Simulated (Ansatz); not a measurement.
# BiTe: the cost of one run

Program: Ansatz 0.2.0. Level of theory: DFT PBE, scalar-relativistic, plane waves, PAW. These are calculated values, not measurements.

2 further runs of the same task are left out: 2 set aside as unsound or not needed. Runs told in other sessions of the task aren't counted.

### 1 The system as given

Symmetry: Pmmm, No. 47, orthorhombic system. Conventional cell: a = 4.598 Å, b = 6.502 Å, c = 24.196 Å, α = 90.00°, β = 90.00°, γ = 90.00°. Bi (site symmetry mm2) is surrounded by 4 Te at 3.11 to 3.25 Å. Te (site symmetry mm2) is surrounded by 4 Bi at 3.08 to 3.25 Å. Around Bi (site symmetry mm2) lie 6 Te at 3.08 to 3.30 Å. Te (site symmetry mm2) is surrounded by 6 Bi at 3.11 to 3.31 Å. Around Bi (site symmetry mmm) lie 6 Te at 3.25 to 3.31 Å. Around Te (site symmetry mmm) lie 6 Bi at 3.25 to 3.30 Å.

Coordinates:

```cif
data_structure
_symmetry_space_group_name_H-M 'Pmmm'
_symmetry_Int_Tables_number 47
_cell_length_a 4.5979
_cell_length_b 6.5024
_cell_length_c 24.1958
_cell_angle_alpha 90.000
_cell_angle_beta 90.000
_cell_angle_gamma 90.000
_cell_volume 723.39
loop_
_atom_site_label
_atom_site_type_symbol
_atom_site_symmetry_multiplicity
_atom_site_Wyckoff_symbol
_atom_site_fract_x
_atom_site_fract_y
_atom_site_fract_z
_atom_site_occupancy
Bi1 Bi 2 s 0.50000 0.00000 0.81501 1
Te1 Te 2 t 0.50000 0.50000 0.81745 1
Bi2 Bi 2 r 0.00000 0.50000 0.90210 1
Te2 Te 2 q 0.00000 0.00000 0.90143 1
Bi3 Bi 1 b 0.50000 0.00000 0.00000 1
Te3 Te 1 f 0.50000 0.50000 0.00000 1
```

Planes are indexed in the bulk's conventional cell (Fm-3m (No. 225)), a = 6.502 Å, b = 6.502 Å, c = 6.502 Å, α = 90.00°, β = 90.00°, γ = 90.00°.

As cut, it was a (110) slab, 9.2 Å thick as cut, with 15 Å of vacuum; its outer planes are BiTe (top) and BiTe (bottom); it was relaxed in an earlier run.

### 2 Bands of the relaxed slab

A dipole layer in the vacuum cancels the field that periodic copies would set up if the slab's two faces differ.

input.yaml reads:

```yaml
crystal:
  lattice:
    - [4.5978828785, 0.0, 0.0]
    - [0.0, 6.502388325, 0.0]
    - [0.0, 0.0, 24.1957657571]
  atoms:
    - { symbol: Bi, position: [0.5, 0.0, 0.31500891] }
    - { symbol: Te, position: [0.5, 0.5, 0.3174549281] }
    - { symbol: Bi, position: [0.0, 0.5, 0.4021015089] }
    - { symbol: Te, position: [0.0, 0.0, 0.4014270604] }
    - { symbol: Bi, position: [0.5, 0.0, 0.4999999968] }
    - { symbol: Te, position: [0.5, 0.5, 0.5000000052] }
    - { symbol: Bi, position: [0.0, 0.5, 0.5978984948] }
    - { symbol: Te, position: [0.0, 0.0, 0.5985729356] }
    - { symbol: Bi, position: [0.5, 0.0, 0.6849910833] }
    - { symbol: Te, position: [0.5, 0.5, 0.6825450769] }
basis:
  ecutwfc: 420
kpoints:
  mp_grid: { grid: [8, 6, 1] }
  band_path:
    path: [[0.5, 0, 0], [0, 0, 0], [0, 0.5, 0], [0.5, 0.5, 0], [0, 0, 0]]
    npoints: 12
hamiltonian:
  xc: pbe
scf:
  occupations: { method: gaussian, width: 0.1 }
  n_extra_bands: 26
output:
  forces: true
  eigenvalues: true
  populations: true
  fatbands: true
  write_density: true
  write_potential: true
  elf: true
  volumetric_format: npy
efield:
  axis: 3
  dipole_correction: true
  ramp_width: 0.04
```

Launch:

```sh
> ansatz run input.yaml --threads 4 --pin off --max-ram 9216MiB --backend cpu --events-out ev --progress --plain --runs-dir out
```

What time and memory should one allow on 4 threads of Arm Neoverse V2, shared host?

About 3.8 min, with a peak of 3.6 GiB.
